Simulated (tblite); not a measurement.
# C7H12SSi: the cost of one run

Programs: tblite 0.8.0 and PySCF 2.14.0, with density-fitted response routines of our own. Each step states its level of theory. These are calculated values for one molecule in the gas phase, unless marked as measured. Atoms are numbered from 0 throughout.

## Step 1: The starting structure

21 atoms, charge 0, multiplicity 1; geometry from: force field or distance geometry start.

Bonds of the start (Å): C0–C1 1.19, C1–Si2 1.89, Si2–C3 1.87, C3–C4 1.52, C4–C5 1.51, C4–C6 1.35, C6–S7 1.73, S7–C8 1.80, C0–H9 1.06, Si2–H10 1.49, Si2–H11 1.50, C3–H12 1.11, C3–H13 1.10, C5–H14 1.09, C5–H15 1.09, C5–H16 1.09, C6–H17 1.08, C8–H18 1.10, C8–H19 1.10, C8–H20 1.08.

## Step 2: Relaxing the molecule with GFN2-xTB

Job settings and geometry (Å):

```
{"job": {"kind": "relax", "xc": "GFN2-xTB", "basis": "xTB"}, "charge": 0, "multiplicity": 1}
C     -1.893500     2.745300    -1.176400
C     -2.198100     1.661300    -0.777500
Si    -2.633900    -0.055000    -0.130600
C     -1.311400    -0.740000     0.994200
C      0.052900    -0.996700     0.380000
C      0.164600    -2.282300    -0.413500
C      1.051500    -0.107100     0.571300
S      2.657400    -0.261500    -0.059100
C      3.389200     1.285600     0.495000
H     -1.649300     3.714100    -1.538600
H     -2.872800    -0.979800    -1.275800
H     -3.922600     0.027100     0.626000
H     -1.680400    -1.685300     1.447200
H     -1.207200    -0.058400     1.848100
H     -0.492400    -2.249600    -1.282700
H      1.176500    -2.488300    -0.760900
H     -0.121700    -3.126300     0.221200
H      0.848700     0.771600     1.171400
H      3.371100     1.352300     1.591700
H      2.843700     2.142100     0.084200
H      4.418800     1.347700     0.158800
```

Command:

```console
OMP_NUM_THREADS=1 python probes_run.py task.json out
```

This one command runs all jobs of the session in turn.

**Question.** How long does this first job take on 1 thread of Intel Xeon at 2.50GHz, shared host, and how much memory does it need?

About 3.1 s, with a peak of 0.18 GiB.
